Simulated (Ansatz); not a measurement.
**MnSiH₃ (singlet): geometry optimisation**

Where does this start of MnSiH₃ (singlet) end when it is relaxed?

The runs use Ansatz 0.2.0, Gaussian basis; RKS PBE0/def2-TZVP.

## Step 1: The starting structure

5 atoms, charge 0, spin multiplicity 1.

Atoms are counted from 1 here; the program's logs count them from 0.

Bond lengths: Mn1–Si2 2.248 Å, Mn1–H5 1.619 Å, Si2–H3 1.522 Å, Si2–H4 1.514 Å. Angles: Si2–Mn1–H5 92.1°, Mn1–Si2–H3 132.7°, Mn1–Si2–H4 138.5°, H3–Si2–H4 88.7°.

The start was built by rule and, where that kept it together, relaxed with GFN2-xTB. Sticks and bond lists go by distance. 

## Step 2: The run

in.yaml

```yaml
crystal:
  periodic: [false, false, false]
  atoms:
    - {symbol: Mn, position_ang: [-0.639006, 0.225112, -0.446192]}
    - {symbol: Si, position_ang: [1.101752, -0.421566, 0.820479]}
    - {symbol: H, position_ang: [1.784214, -1.766456, 1.026111]}
    - {symbol: H, position_ang: [2.025159, 0.167316, 1.866092]}
    - {symbol: H, position_ang: [0.320330, 1.075993, -1.434442]}
basis:
  gaussian: {orbitals: def2-TZVP}
hamiltonian: {xc: pbe0}
relax: {f_tol: 0.004, max_steps: 80}
```

Launch:

```
> ansatz run in.yaml --threads 1 --pin off --events-out ev --progress --plain --max-ram 2176MiB
```

What does the calculation give? Wanted: energy gained; shift from the start; total energy; dipole moment.

The runs gave:

```
                  quantity           value
                     steps              12
             energy gained        0.759 eV
shift from the start (rms)         0.620 Å
              total energy  -39232.7220 eV
             dipole moment          3.49 D
```

What this shows: By distance, Si2–H5 formed. Si2–H5 went from 2.817 to 1.679 Å. No vibrations were run, so this is a stationary point, not a proven minimum, and this spin need not be the ground state's.
